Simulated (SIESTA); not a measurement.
# TaAs under changes of volume

One of the cells (17.396 Å³/atom); the others are scaled copies at fixed shape and fractional positions:

```
Ta As
1.0
    -1.72181    1.72181    5.86794
     1.72181   -1.72181    5.86794
     1.72181    1.72181   -5.86794
Ta As
2 2
Direct
  0.49997 0.49997 0.00000
  0.24997 0.74997 0.50000
  0.08263 0.08263 0.00000
  0.83263 0.33263 0.50000
```

The cell is a database's computed one.

| Quantity | Value |
| --- | --- |
| Program | SIESTA 5.4.2 |
| Functional | LDA |
| Potentials or basis | PseudoDojo 0.4 standard (LDA files) |
| Basis | DZP (energy shift 0.003 Ry; two zetas on semicore shells) |
| Grid cutoff | 800 Ry |
| Energy shift | 0.003 Ry |
| k mesh | 11 × 11 × 11 |
| Occupations | fermi-dirac, width 0.05 eV |
| Spin | no spin polarisation |

| volume (Å³/atom) | energy over the lowest point (meV/atom) | pressure (GPa) | largest force (eV/Å) |
| --- | --- | --- | --- |
| 16.353 | ? | ? | ? |
| 16.700 | 0.00 | 1.7 | 0.073 |
| 17.048 | 0.89 | -2.4 | 0.061 |
| 17.396 | 10.20 | -6.1 | 0.050 |
| 17.744 | 27.04 | -9.3 | 0.042 |
| 18.092 | 50.60 | -12.3 | 0.034 |

Task: What does the run at 16.353 Å³/atom give?

Result: Energy over the lowest point 8.53 meV/atom; pressure 6.3 GPa; largest force 0.085 eV/Å.

Worked out: A Birch-Murnaghan fit of order 3 (a polynomial in V^(-2/3)) to the other rows has its minimum at 16.84 Å³/atom with B0 = V·E''(V) = 201 GPa and B' = 4.5 at fixed shape and positions, which overstates the stiffness. It gives 8.50 meV/atom at 16.353 Å³/atom, against the run's 8.53, and -dE/dV = 6.3 GPa, against 6.3.

Energies are extrapolated to zero smearing.

Caveats: short orbitals over semicore shells can move pressures by several GPa; the basis of atomic orbitals isn't converged, which shifts pressures, moduli and gaps.
